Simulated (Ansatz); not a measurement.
# TiCl+ (septet): wave-function methods side by side, def2-TZVPP

The task here is to estimate one member of a computed series from the others.

Method: def2-TZVPP, core rule «outside noble gas», up to 14 orbitals frozen; program: Ansatz 0.2.0, Gaussian basis.

The runs, in order: UHF; ROHF; CCSD(T) on UHF.

**The system**

The geometry is a PBE0/def2-TZVP stationary point (not a proven minimum) of the parent state, kept for this charge and spin.

2 atoms, charge 1, spin multiplicity 7.

Atoms are counted from 1 here; the program's logs count them from 0.

Bond lengths: Ti1–Cl2 2.611 Å.

Set-up of the first run:

The input, in.yaml:

```yaml
crystal:
  periodic: [false, false, false]
  atoms:
    - {symbol: Ti, position_ang: [0.000000, 0.000000, 0.000000]}
    - {symbol: Cl, position_ang: [0.000000, 0.000000, 2.611200]}
basis:
  gaussian: {orbitals: def2-TZVPP}
total_charge: 1
magnetization: {spin_polarized: true, initial_magnetization: 6}
hamiltonian: {xc: hf}
output: {orbitals: {seedname: orbitals}}
```

Started as:

```bash
$ ansatz run in.yaml --threads 1 --pin off --events-out ev --progress --plain --max-ram 3968MiB --backend cpu
```

Steps of the session up to this table: UHF; ROHF; CCSD(T) on UHF.

One table of the session follows, with a row left open; its other results are not shown here.

```
  method  from UCCSD(T) (meV)
    ROHF                    ?
     UHF              +5650.0
    UMP2              +1115.2
   UCCSD               +185.2
UCCSD(T)                    0
```

Estimate the missing values for ROHF.

As computed: from UCCSD(T) (meV): +5933.3. In the column «from UCCSD(T) (meV)» it is the highest.
